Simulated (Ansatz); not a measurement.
# Ge2 (quintet): from Hartree-Fock to the top rungs, aug-cc-pVDZ

One table from this session's results is given with a row withheld; the runs are named, their logs left out.

Program: Ansatz 0.2.0, Gaussian basis. Level of theory: aug-cc-pVDZ, core rule «outside noble gas», up to 28 orbitals frozen. These are calculated values, not measurements.

Plan: UHF; CCSD(T) on ROHF; CCSD(T) on UHF; BCCD(T) on ROHF; CISD as a restricted active space (open shells left free, so some higher excitations enter); CCSDT(Q) on ROHF; CCSDT(Q) on UHF; CASSCF and MRCISD+Q, 8 electrons in 8 orbitals; CASSCF and NEVPT2, 8 electrons in 8 orbitals.

20 further runs of the same task are left out: 11 that didn't finish, 9 set aside as unsound or not needed. Runs told in other sessions of the task aren't counted.

**What is computed**

The geometry is a PBE0/def2-TZVPD stationary point (not a proven minimum) of the parent state, kept for this charge and spin. No spin-orbit coupling is included. The filled d shell of Ge may be among the frozen orbitals whatever the setting's name suggests.

2 atoms, charge 0, spin multiplicity 5.

Atoms are counted from 1 here; the program's logs count them from 0.

Bond lengths: Ge1–Ge2 2.526 Å.

Set-up of the first run:

Contents of in.yaml:

```yaml
crystal:
  periodic: [false, false, false]
  atoms:
    - {symbol: Ge, position_ang: [0.000000, 0.000000, 0.000000]}
    - {symbol: Ge, position_ang: [0.000000, 0.000000, 2.525800]}
basis:
  gaussian: {orbitals: aug-cc-pVDZ}
magnetization: {spin_polarized: true, initial_magnetization: 4}
hamiltonian: {xc: hf}
output: {orbitals: {seedname: orbitals}}
```

On the command line:

```bash
$ ansatz run in.yaml --threads 1 --pin off --events-out ev --progress --plain --max-ram 2393MiB
```

Among the steps run: UHF; CCSD(T) on ROHF; CCSD(T) on UHF; BCCD(T) on ROHF; CISD as a restricted active space (open shells left free, so some higher excitations enter); CCSDT(Q) on ROHF; CCSDT(Q) on UHF; CASSCF and MRCISD+Q, 8 electrons in 8 orbitals; CASSCF and NEVPT2, 8 electrons in 8 orbitals.

One of the session's tables, all rows but one given; the rest of the session is left out.

```
          method  from UCCSDT(Q) (meV)
            ROHF                     ?
             UHF               +3844.0
            RMP2                +936.3
            UMP2                +945.4
            CISD                +355.1
           RCCSD                +216.3
           UCCSD                +194.2
        RCCSD(T)                 +65.1
        UCCSD(T)                 +46.3
         BCCD(T)                 +64.7
          RCCSDT                 +29.3
          UCCSDT                 +10.2
       RCCSDT(Q)                 +18.9
       UCCSDT(Q)                     0
  CASSCF valence               +2942.7
  NEVPT2 valence                +689.4
  MRCISD valence                +230.5
MRCISD+Q valence                  +1.1
```

Estimate the missing values for ROHF.

As computed: from UCCSDT(Q) (meV): +3948.2. In the column «from UCCSDT(Q) (meV)» it is the highest.

Limits of these values: Restricted and unrestricted rows rest on different reference determinants; a gap between their highest levels can come from leftover correlation error, from unlike frozen cores or from another state.
